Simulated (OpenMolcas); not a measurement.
# Ir⁴⁺ among point charges: CASSCF and CASPT2 levels and susceptibility

Aim: the splitting of the states of Ir⁴⁺ in the field of 6 point charges, its lowest levels with spin-orbit coupling and its magnetic susceptibility.

Program: OpenMolcas 26.06. Level of theory: state-averaged CASSCF and CASPT2, spin-orbit coupling by RASSI with atomic mean-field integrals. These are calculated values, not measurements, unless marked.

## (1) Starting point

```
Species                           : Ir⁴⁺ (iridium, Z = 77, 73 electrons)
Basis                             : ANO-RCC-VTZP [8s7p5d3f1g], 84 functions
Scalar Hamiltonian                : DKH2, point nucleus
Inactive shells                   : 1s 2s 2p 3s 3p 3d 4s 4p 4d 4f 5s 5p
Active space                      : 5 electrons in 5 orbitals (5d)
Some configurations of this space : 5d5
Orbitals                          : optimised for each spin and parity, averaged over all roots
```

The outer shells:

5d5
```
5d [↑ ][↑ ][↑ ][↑ ][↑ ]
```

The ion sits among 6 point charges of -1.5 e arranged as a tetragonal octahedron (D4h), 2.15 Å from the ion, with the axial distance 1.978 Å.

The work runs as a chain of OpenMolcas steps in one folder; each step below is one input file. Labels, J, g values, rates, χT and fits are worked out afterwards by a script from the matrices that RASSI stores. The input lists half of the charges; inversion (Group=XYZ) makes the rest.

## (2) GATEWAY and SEWARD: basis and integrals

Input file a.inp:

```
&GATEWAY
Coord
1

Ir 0.0 0.0 0.0
Basis=ANO-RCC-VTZP
Group=XYZ
NoMove
AngMom=0.0 0.0 0.0
AMFI
XField
3 Angstrom 0
2.150000 0.000000 0.000000 -1.500000
0.000000 2.150000 0.000000 -1.500000
0.000000 0.000000 1.978000 -1.500000
&SEWARD
```

## (3) Reference wave functions, sextets of even parity, 1 root

Input file a.inp:

```
&RASSCF
FileOrb=start.orb
Symmetry=1
Spin=6
nActEl=5 0 0
Inactive=15 19
Ras2=5 0
CIRoot=1 1 1
SDav=1
CIMx=300
Iter=120 100
PrWF=0.3
OrbListing=Nothing
MaxOrb=0
>>> COPY $Project.JobIph JOB001
```

start.orb holds the contracted functions of the basis, ordered by shell, or the orbitals of the step before.

## (4) Reference wave functions, quartets of even parity, 24 roots

Input file a.inp:

```
&RASSCF
FileOrb=start.orb
Symmetry=1
Spin=4
nActEl=5 0 0
Inactive=15 19
Ras2=5 0
CIRoot=24 24 1
SDav=24
CIMx=300
Iter=120 100
PrWF=0.3
OrbListing=Nothing
MaxOrb=0
>>> COPY $Project.JobIph JOB002
```

## (5) Reference wave functions, doublets of even parity, 75 roots

Input file a.inp:

```
&RASSCF
FileOrb=start.orb
Symmetry=1
Spin=2
nActEl=5 0 0
Inactive=15 19
Ras2=5 0
CIRoot=75 75 1
SDav=75
CIMx=300
Iter=120 100
PrWF=0.3
OrbListing=Nothing
MaxOrb=0
>>> COPY $Project.JobIph JOB003
```

## (6) RASSI: spin-orbit coupling between the states

Input file a.inp:

```
&RASSI
NrOfJobIphs=3 1 24 75
1
1 2 3 4 5 6 7 8 9 10 11 12 13 14 15 16 17 18 19 20 21 22 23 24
1 2 3 4 5 6 7 8 9 10 11 12 13 14 15 16 17 18 19 20 21 22 23 24 25 26 27
28 29 30 31 32 33 34 35 36 37 38 39 40 41 42 43 44 45 46 47 48 49 50 51
52 53 54 55 56 57 58 59 60 61 62 63 64 65 66 67 68 69 70 71 72 73 74 75
IphNames
JOB001
JOB002
JOB003
EJob
SpinOrbit
DIPRint=1.0
SOCoupling=1000.0
Subsets=2
Property=9
'ANGMOM' 1 'ANGMOM' 2 'ANGMOM' 3 'MLTPL  1' 1 'MLTPL  1' 2 'MLTPL  1' 3
'AMFI' 1 'AMFI' 2 'AMFI' 3
SOProperty=3
'ANGMOM' 1 'ANGMOM' 2 'ANGMOM' 3
```

## (7) CASPT2: IPEA 0.25, imaginary shift 0.1 (closed shells correlated: 5s 5p)

Input file a.inp:

```
>>> COPY JOB001 $Project.JobIph
&CASPT2
Multistate=1 1
Frozen=14 16
IPEA=0.25
Imaginary=0.1
MaxIter=60
WThr=0.0 0.3 0.05
PrWF=0.5
NoMix
>>> COPY JOB002 $Project.JobIph
&CASPT2
Multistate=24 1 2 3 4 5 6 7 8 9 10 11 12 13 14 15 16 17 18 19 20 21 22
23 24
NoMult
Frozen=14 16
IPEA=0.25
Imaginary=0.1
MaxIter=60
WThr=0.0 0.3 0.05
PrWF=0.5
NoMix
>>> COPY JOB003 $Project.JobIph
&CASPT2
Multistate=75 1 2 3 4 5 6 7 8 9 10 11 12 13 14 15 16 17 18 19 20 21 22
23 24 25 26 27 28 29 30 31 32 33 34 35 36 37 38 39 40 41 42 43 44 45 46
47 48 49 50 51 52 53 54 55 56 57 58 59 60 61 62 63 64 65 66 67 68 69 70
71 72 73 74 75
NoMult
Frozen=14 16
IPEA=0.25
Imaginary=0.1
MaxIter=60
WThr=0.0 0.3 0.05
PrWF=0.5
NoMix
```

(Steps that only read results are left out.)

Q: Predict the outcome of this session. Wanted: spin-free ground state; lowest level; next level.

The runs gave:

| quantity | value |
| --- | --- |
| method | SS-CASPT2, IPEA 0.25, imaginary shift 0.1 (closed shells correlated: 5s 5p) |
| spin-free ground state | 6A1, 1-fold in its orbital part |
| lowest level | 2-fold E3/2, g = 2.40, 2.40, 8.28 |
| next level | 125.6 cm⁻¹ |
| χT at 300 K | 3.94 cm³ K/mol |
| effective moment at 300 K | 5.61 μB |

Cost by method:

| method | time of its own steps | time with the reference |
| --- | --- | --- |
| A. CASSCF | 50 s | 50 s |
| B. SS-CASPT2, IPEA 0.25, imaginary shift 0.1, +5s 5p | 37 s | 87 s |

Times are of one thread on a shared host.

The spin-free ground state (6A1) comes to 100 % from free-ion S terms and keeps the highest spin of the shell. χT at 300 K is 3.94, against 4.39 cm³ K/mol for the spin alone, so spin-orbit coupling lowers it. An active space of the d shell alone favours high spin; real ions in strong fields can be low spin. The field of point charges can differ much from that of real complexes. With metal d orbitals alone active, the gaps between spin states are rough; where two lie within a few thousand cm-1, their order is open. Point charges carry no covalency, so the field is a model and not that of real ligands.
